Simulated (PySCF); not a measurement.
# A diatomic session: RbB

An exercise on one series of results from a longer session: the logs are not shown, and one member is left open.

Program: PySCF 2.14.0. Level of theory: Rb x2c-TZVPPall, B x2c-TZVPPall, spin-free X2C with a Gaussian nucleus. These are calculated values, not measurements.

The first run:

Settings of the job:

```json
{
 "atoms": "Rb, B",
 "charge": "0",
 "basis": "Rb x2c-TZVPPall, B x2c-TZVPPall",
 "Hamiltonian": "spin-free X2C with a Gaussian nucleus",
 "basis functions": "110",
 "electrons treated": "42",
 "masses in u": "84.9118, 11.0093",
 "levels": "PBE0, PBE, r²SCAN, PBEsol, LDA, BLYP, MN15, LC-ωPBE, HF, MP2, SCS-MP2",
 "grid": "80 radial by 434 angular points",
 "occupations": "held fixed by the projection of orbital angular momentum",
 "dissociation limit": "Rb + B, each in its ground configuration",
 "starting distance in angstrom": "2.875",
 "values of 2S to try": "0, 2"
}
```

Launch:

```
> OMP_NUM_THREADS=2 python dia.py task.json out
```

Steps of the session up to this table: Input; PBE0 along the bond; Excited determinants; PBE (GGA); r²SCAN (meta-GGA); PBEsol; LDA (local density); BLYP (GGA); MN15; LC-ωPBE; UHF (mean field).

One table of the session follows, with a row left open; its other results are not shown here.

Energy (eV) from each level's lowest point:

```
R (Å)    UHF  UHF-MP2  UHF-SCS-MP2    LDA    PBE
2.552  0.456    0.279        0.301  0.208  0.285
2.670  0.230    0.116        0.130  0.081  0.131
2.789  0.093    0.030        0.037  0.017  0.044
2.878  0.035    0.003        0.006  0.000  0.011
2.967  0.006    0.000        0.000  0.003  0.000
3.056  0.000    0.015        0.013  0.020  0.005
3.175      ?        ?            ?      ?      ?
3.323  0.070    0.126        0.120  0.124  0.078
3.501  0.155    0.222        0.218  0.214  0.153
3.738  0.258    0.371        0.356  0.339  0.261
```

Q: Estimate the row for R (Å) = 3.175 from the others.

Worked estimate for «UHF». A straight line through the neighbours (3.056, 0.000) and (3.323, 0.070) gives 0.000 + (0.070 − 0.000) × (3.175 − 3.056) / (3.323 − 3.056) = 0.031; a parabola fitted to 4 rows on both sides gives 0.022.

**Answer.** UHF: 0.018; UHF-MP2: 0.055; UHF-SCS-MP2: 0.051; LDA: 0.059; PBE: 0.029. In «UHF» the line misses by +0.013 and the parabola by +0.004.
